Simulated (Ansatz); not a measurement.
**CH₇FOSi₂: small, medium and large basis sets**

An exercise on one series of results from a longer session: the logs are not shown, and one member is left open.

The runs use Ansatz 0.2.0, Gaussian basis; one geometry, several basis sets.

Levels to be run: PBE0-D4/def2-SVP; ωB97M-V/def2-SVP; PBE0-D4/def2-QZVPP; ωB97M-V/def2-QZVPP; the functionals' def2-TZVPP values are taken from earlier runs.

**The relaxed structure**

An earlier PBE0-D4 in a triple-zeta def2 set relaxation fixed the geometry.

SMILES `C[SiH2][SiH](O)F`, 12 atoms, charge 0, spin multiplicity 1.

Atoms are counted from 1 here; the program's logs count them from 0.

Bond lengths: C1–Si2 1.875 Å, C1–H6 1.092 Å, C1–H7 1.092 Å, C1–H8 1.092 Å, Si2–Si3 2.340 Å, Si2–H9 1.490 Å, Si2–H10 1.490 Å, Si3–O4 1.640 Å, Si3–F5 1.607 Å, Si3–H11 1.489 Å, O4–H12 0.959 Å. Angles: Si2–C1–H6 110.6°, Si2–C1–H7 110.9°, Si2–C1–H8 110.3°, H6–C1–H7 108.3°, H6–C1–H8 108.2°, H7–C1–H8 108.5°, C1–Si2–Si3 110.8°, C1–Si2–H9 111.0°, C1–Si2–H10 111.0°, Si3–Si2–H9 107.9°, Si3–Si2–H10 108.4°, H9–Si2–H10 107.5°, Si2–Si3–O4 106.5°, Si2–Si3–F5 109.5°, Si2–Si3–H11 116.2°, O4–Si3–F5 109.5°, O4–Si3–H11 110.3°, F5–Si3–H11 104.8° and more.

As a file:

```
C    -1.16380    1.50980   -0.06467
Si    0.43780    0.81737    0.62042
Si    0.89943   -1.28025   -0.30784
O    -0.44205   -2.19583   -0.08068
F     1.17993   -1.11973   -1.88184
H    -1.09302    1.64304   -1.14611
H    -1.39314    2.47768    0.38606
H    -1.99089    0.82747    0.14112
H     0.36067    0.65705    2.10011
H     1.58240    1.72522    0.32629
H     2.10007   -1.98428    0.22174
H    -0.40039   -3.13255   -0.28059
```

The first run:

File in.yaml:

```yaml
crystal:
  periodic: [false, false, false]
  atoms:
    - {symbol: C, position_ang: [-1.163803, 1.509804, -0.064669]}
    - {symbol: Si, position_ang: [0.437804, 0.817369, 0.620422]}
    - {symbol: Si, position_ang: [0.899429, -1.280249, -0.307844]}
    - {symbol: O, position_ang: [-0.442045, -2.195830, -0.080682]}
    - {symbol: F, position_ang: [1.179930, -1.119727, -1.881836]}
    - {symbol: H, position_ang: [-1.093022, 1.643044, -1.146108]}
    - {symbol: H, position_ang: [-1.393138, 2.477676, 0.386059]}
    - {symbol: H, position_ang: [-1.990893, 0.827472, 0.141122]}
    - {symbol: H, position_ang: [0.360669, 0.657055, 2.100105]}
    - {symbol: H, position_ang: [1.582397, 1.725221, 0.326287]}
    - {symbol: H, position_ang: [2.100066, -1.984281, 0.221736]}
    - {symbol: H, position_ang: [-0.400392, -3.132554, -0.280590]}
basis:
  gaussian: {orbitals: def2-SVP}
hamiltonian: {xc: pbe0, dispersion: d4}
output: {orbitals: {seedname: orbitals}}
```

Run with:

```console
$ ansatz run in.yaml --threads 4 --pin off --events-out ev --progress --plain --max-ram 10444MiB
```

Steps of the session up to this table: PBE0-D4 in def2-SVP; ωB97M-V in def2-SVP; PBE0-D4 in def2-QZVPP; ωB97M-V in def2-QZVPP.

One of the session's tables, all rows but one given; the rest of the session is left out.

It belongs to the step «Density functionals: the series». 

```
functional       basis  HOMO (eV)  LUMO (eV)
   PBE0-D4    def2-SVP      -7.90       0.26
   PBE0-D4  def2-TZVPP      -7.97      -0.22
   PBE0-D4  def2-QZVPP      -7.99      -0.39
   ωB97M-V    def2-SVP          ?          ?
   ωB97M-V  def2-TZVPP     -10.04       1.42
   ωB97M-V  def2-QZVPP     -10.06       1.07
```

Estimate the missing values for ωB97M-V, def2-SVP.

As computed: HOMO (eV): -9.94; LUMO (eV): 2.07. In the column «HOMO (eV)» it lies between ωB97M-V, def2-TZVPP (-10.04) and PBE0-D4, def2-QZVPP (-7.99).
